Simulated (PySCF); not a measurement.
# C₇H₁₁O₂ radical: open-shell or spin-flip excitations

Aim: compute the open-shell or spin-flip excitations of C₇H₁₁O₂ radical (`[CH2][C@@H](C)[C@@H]1COCC1=O`).

Programs: PySCF 2.14.0, with routines of our own; each step states its level. All values are computed. Atoms count from 0.

## 1. The system as given

20 atoms, charge 0, multiplicity 2; geometry from: GFN2-xTB.

## 2. Open-shell or spin-flip excitations: unrestricted TDA PBE0/def2-SVP

Job settings and geometry (Å):

```
{"job": {"kind": "uabs", "xc": "PBE0", "basis": "def2-SVP", "nstates": 10, "tda": true}, "charge": 0, "multiplicity": 2}
C     -2.054390     0.970319    -0.727932
C     -1.143280     0.544557     0.341800
C     -1.452716    -0.864492     0.841524
C      0.335645     0.696250    -0.136927
C      0.759471    -0.174180    -1.323980
O      2.134437    -0.462178    -1.133155
C      2.362878    -0.571460     0.250532
C      1.333628     0.309746     0.934400
O      1.309705     0.617326     2.094489
H     -2.665806     0.259486    -1.247026
H     -2.046097     1.986903    -1.071430
H     -1.217209     1.234704     1.195805
H     -2.455616    -0.885325     1.260681
H     -1.410569    -1.591530     0.034175
H     -0.752467    -1.158921     1.619349
H      0.501420     1.753110    -0.370219
H      0.661976     0.326478    -2.287472
H      0.183423    -1.108908    -1.348571
H      3.386925    -0.264027     0.469874
H      2.223494    -1.607179     0.601045
```

Level: unrestricted TDA PBE0/def2-SVP, vertical, gas phase, core orbitals frozen in the response.

Started as:

```bash
$ OMP_NUM_THREADS=1 python excited_run.py task.json out
```

This one command runs all jobs of the session in turn.

Standard output:

```text
coarse grid: 16600 points
cycle   1  E = -422.6886420273  dE =  1.286e+00  |g| = 6.425e-01  |ddm| = 3.356e+00
cycle   2  E = -422.2486693190  dE =  4.400e-01  |g| = 1.246e+00  |ddm| = 2.314e+00
cycle   3  E = -422.8503234730  dE = -6.017e-01  |g| = 1.473e-01  |ddm| = 1.737e+00
cycle   4  E = -422.8588403879  dE = -8.517e-03  |g| = 6.312e-02  |ddm| = 2.225e-01
cycle   5  E = -422.8603352416  dE = -1.495e-03  |g| = 1.618e-02  |ddm| = 7.782e-02
cycle   6  E = -422.8604503244  dE = -1.151e-04  |g| = 5.124e-03  |ddm| = 2.219e-02
cycle   7  E = -422.8604643054  dE = -1.398e-05  |g| = 1.501e-03  |ddm| = 7.723e-03
cycle   8  E = -422.8604659176  dE = -1.612e-06  |g| = 8.013e-04  |ddm| = 3.912e-03
final grid: 159968 points
cycle   9  E = -422.9366833839  dE = -4.655e-05  |g| = 9.310e-03  |ddm| = 4.071e-02
cycle  10  E = -422.9366182718  dE =  6.511e-05  |g| = 1.598e-02  |ddm| = 2.378e-02
cycle  11  E = -422.9367181341  dE = -9.986e-05  |g| = 2.089e-03  |ddm| = 1.691e-02
cycle  12  E = -422.9367198646  dE = -1.730e-06  |g| = 3.422e-04  |ddm| = 2.351e-03
cycle  13  E = -422.9367199091  dE = -4.454e-08  |g| = 1.247e-04  |ddm| = 5.291e-04
cycle  14  E = -422.9367199169  dE = -7.813e-09  |g| = 3.621e-05  |ddm| = 1.892e-04
cycle  15  E = -422.9367199180  dE = -1.105e-09  |g| = 1.493e-05  |ddm| = 7.696e-05
cycle  16  E = -422.9367199183  dE = -2.980e-10  |g| = 6.805e-06  |ddm| = 3.586e-05
converged SCF energy = -422.9367199183

Static polarisability (au): isotropic 74.507, principal 65.947 70.978 86.595

<S^2> of the reference = 0.7546 (exact 0.7500)

Excitations
state   eV       nm        f      <S^2>   main configurations
  1   3.5590    348.4   0.00008   2.471   H-1a->La 0.27, Hb->L+1b 0.24, Ha->La 0.19, Hb->Lb 0.18
  2   4.0886    303.2   0.00906   0.774   Ha->La 0.29, Hb->Lb 0.26, Hb->L+1b 0.21, H-1a->La 0.16
  3   4.6424    267.1   0.00550   1.053   Ha->La 0.47, H-1a->La 0.40
  4   4.9021    252.9   0.01413   0.883   Hb->Lb 0.47, Hb->L+1b 0.34
  5   5.2610    235.7   0.00632   1.435   H-1b->Lb 0.73, Hb->L+1b 0.13
  6   5.5931    221.7   0.00393   1.818   H-2a->La 0.70, H-1b->Lb 0.09
  7   5.8530    211.8   0.00665   1.706   H-1b->L+1b 0.27, H-2a->La 0.14, H-3a->La 0.08
  8   5.9606    208.0   0.00918   1.891   H-1b->L+1b 0.51
  9   6.3281    195.9   0.00011   0.840   H-2b->Lb 0.48, H-5b->Lb 0.22, H-3b->Lb 0.09
 10   6.5274    189.9   0.00158   0.833   Ha->L+1a 0.59, H-3b->Lb 0.17
```

It took 2.9 min on 1 thread of Intel Xeon at 2.50GHz, shared host; peak memory 0.72 GiB.

From this job:

```csv
quantity,value
⟨S²⟩,0.755
```

Löwdin spin populations:

C0 0.91; C1 -0.01; C2 0.00; C3 0.05; C4 0.00; O5 0.00; C6 0.00; C7 0.01; O8 0.01; H9 0.00; H10 0.00; H11 0.03; H12 0.00; H13 0.00; H14 0.00; H15 0.00; H16 0.00; H17 0.00; H18 0.00; H19 0.00

## 3. Open-shell or spin-flip excitations: unrestricted TDA wB97X/def2-SVP

Settings changed since step 2:

```diff
@@ -1,2 +1,2 @@
-{"job": {"kind": "uabs", "xc": "PBE0", "basis": "def2-SVP", "nstates": 10, "tda": true}, "charge": 0, "multiplicity": 2}
+{"job": {"kind": "uabs", "xc": "wB97X", "basis": "def2-SVP", "nstates": 6, "tda": true, "scf": {"guess": "vsap", "conv": 1e-07, "fallback": true}}, "charge": 0, "multiplicity": 2}
 C     -2.054390     0.970319    -0.727932
```

With the program's defaults for keys left out, this is: unrestricted TDA wB97X/def2-SVP, vertical, gas phase, core orbitals frozen in the response.

Standard output:

```text
final grid: 159968 points
cycle   1  E = -421.0712261557  dE =  4.517e-02  |g| = 2.063e+00  |ddm| = 5.986e+00
cycle   2  E = -419.4019474887  dE =  1.669e+00  |g| = 2.977e+00  |ddm| = 6.635e+00
cycle   3  E = -423.2156089267  dE = -3.814e+00  |g| = 4.279e-01  |ddm| = 4.396e+00
cycle   4  E = -423.2809292125  dE = -6.532e-02  |g| = 2.763e-01  |ddm| = 6.603e-01
cycle   5  E = -423.3123123382  dE = -3.138e-02  |g| = 5.659e-02  |ddm| = 3.372e-01
cycle   6  E = -423.3151941832  dE = -2.882e-03  |g| = 2.157e-02  |ddm| = 1.197e-01
cycle   7  E = -423.3162832103  dE = -1.089e-03  |g| = 6.613e-03  |ddm| = 1.256e-01
cycle   8  E = -423.3163636157  dE = -8.041e-05  |g| = 4.021e-03  |ddm| = 2.689e-02
cycle   9  E = -423.3163893665  dE = -2.575e-05  |g| = 1.984e-03  |ddm| = 1.310e-02
cycle  10  E = -423.3163987105  dE = -9.344e-06  |g| = 1.182e-03  |ddm| = 6.573e-03
cycle  11  E = -423.3164032394  dE = -4.529e-06  |g| = 5.673e-04  |ddm| = 4.763e-03
cycle  12  E = -423.3164045891  dE = -1.350e-06  |g| = 2.440e-04  |ddm| = 2.967e-03
cycle  13  E = -423.3164047906  dE = -2.015e-07  |g| = 1.026e-04  |ddm| = 1.177e-03
cycle  14  E = -423.3164048096  dE = -1.901e-08  |g| = 4.712e-05  |ddm| = 3.089e-04
converged SCF energy = -423.3164048096

Static polarisability (au): isotropic 72.848, principal 65.402 70.006 83.135

<S^2> of the reference = 0.7547 (exact 0.7500)

Excitations
state   eV       nm        f      <S^2>   main configurations
  1   3.7645    329.4   0.00001   2.669   Hb->L+1b 0.33, H-1a->La 0.31, Ha->La 0.10, Hb->Lb 0.08
  2   4.3018    288.2   0.00149   0.757   Hb->L+1b 0.33, H-1a->La 0.31, Ha->La 0.11, Hb->Lb 0.10
  3   5.8795    210.9   0.00323   2.037   Ha->La 0.29, H-1a->La 0.14
  4   6.0369    205.4   0.00746   0.872   Hb->Lb 0.52, H-4b->Lb 0.19
  5   6.1901    200.3   0.01002   1.567   Ha->La 0.40, H-1a->La 0.09
  6   6.2695    197.8   0.00106   0.931   H-2b->Lb 0.23, H-5b->Lb 0.19, H-1b->Lb 0.16, H-4b->Lb 0.12
```

Run time: 3.6 min. Hardware: 1 thread of Intel Xeon at 2.50GHz, shared host; peak memory 0.81 GiB.

From this job:

```
quantity  value
    ⟨S²⟩  0.755
```

## 4. Outcome

| quantity | value |
| --- | --- |
| lowest and brightest state of nearly pure spin, of 10 (step 2, unrestricted TDA PBE0/def2-SVP) | 4.09 eV; 4.90 eV, f = 0.014 |
| lowest and brightest state of nearly pure spin, of 6 (step 3, unrestricted TDA wB97X/def2-SVP) | 4.30 eV; 6.04 eV, f = 0.007 |

What this shows: States whose ⟨S²⟩ lies well above the reference's are mixtures of spin states, an artefact of the unrestricted response, and are left out of the summary. The lowest state of nearly pure spin runs from 4.09 to 4.30 eV over the runs.
